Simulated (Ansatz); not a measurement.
# C2HF2Ge radical: small, medium and large basis sets

The task here is to estimate one member of a computed series from the others.

Method: one geometry, several basis sets; program: Ansatz 0.2.0, Gaussian basis.

The runs, in order: PBE0-D4/def2-SVP; ωB97M-V/def2-SVP; PBE0-D4/def2-QZVPP; ωB97M-V/def2-QZVPP; the functionals' def2-TZVPP values are taken from earlier runs.

## The relaxed structure

An earlier PBE0-D4 in a triple-zeta def2 set relaxation fixed the geometry.

SMILES `C#[C][Ge]([F])[F]`, 6 atoms, charge 0, spin multiplicity 2.

Atoms are counted from 1 here; the program's logs count them from 0.

Bond lengths: C1–C2 1.206 Å, C1–H6 1.067 Å, C2–Ge3 1.892 Å, Ge3–F4 1.728 Å, Ge3–F5 1.728 Å. Angles: C2–C1–H6 178.2°, C1–C2–Ge3 171.1°, C2–Ge3–F4 108.5°, C2–Ge3–F5 108.5°, F4–Ge3–F5 104.7°.

As a file:

| atom | x (Å) | y (Å) | z (Å) |
| --- | --- | --- | --- |
| C1 | -0.1901 | 0.5184 | 1.6929 |
| C2 | -0.1314 | 0.2042 | 0.5303 |
| Ge3 | -0.2896 | -0.1397 | -1.3231 |
| F4 | -0.2766 | -1.8506 | -1.5651 |
| F5 | 1.1429 | 0.4241 | -2.1082 |
| H6 | -0.2132 | 0.7797 | 2.7270 |

The first run:

The input, in.yaml:

```yaml
crystal:
  periodic: [false, false, false]
  atoms:
    - {symbol: C, position_ang: [-0.190100, 0.518382, 1.692948]}
    - {symbol: C, position_ang: [-0.131417, 0.204157, 0.530329]}
    - {symbol: Ge, position_ang: [-0.289598, -0.139669, -1.323139]}
    - {symbol: F, position_ang: [-0.276601, -1.850641, -1.565139]}
    - {symbol: F, position_ang: [1.142887, 0.424070, -2.108219]}
    - {symbol: H, position_ang: [-0.213171, 0.779702, 2.727020]}
basis:
  gaussian: {orbitals: def2-SVP}
magnetization: {spin_polarized: true, initial_magnetization: 1}
hamiltonian: {xc: pbe0, dispersion: d4}
output: {orbitals: {seedname: orbitals}}
```

Among the steps run: PBE0-D4 in def2-SVP; ωB97M-V in def2-SVP; PBE0-D4 in def2-QZVPP; ωB97M-V in def2-QZVPP.

One of the session's tables, all rows but one given; the rest of the session is left out.

It belongs to the step «Density functionals: the series». 

```
functional       basis  HOMO (eV)  LUMO (eV)
   PBE0-D4    def2-SVP      -7.52      -3.95
   PBE0-D4  def2-TZVPP      -7.64      -4.03
   PBE0-D4  def2-QZVPP      -7.68      -4.08
   ωB97M-V    def2-SVP      -9.55      -2.04
   ωB97M-V  def2-TZVPP      -9.70      -2.18
   ωB97M-V  def2-QZVPP          ?          ?
```

Estimate the missing values for ωB97M-V, def2-QZVPP.

**Answer.** HOMO (eV): -9.76; LUMO (eV): -2.27. In the column «HOMO (eV)» it is the lowest.
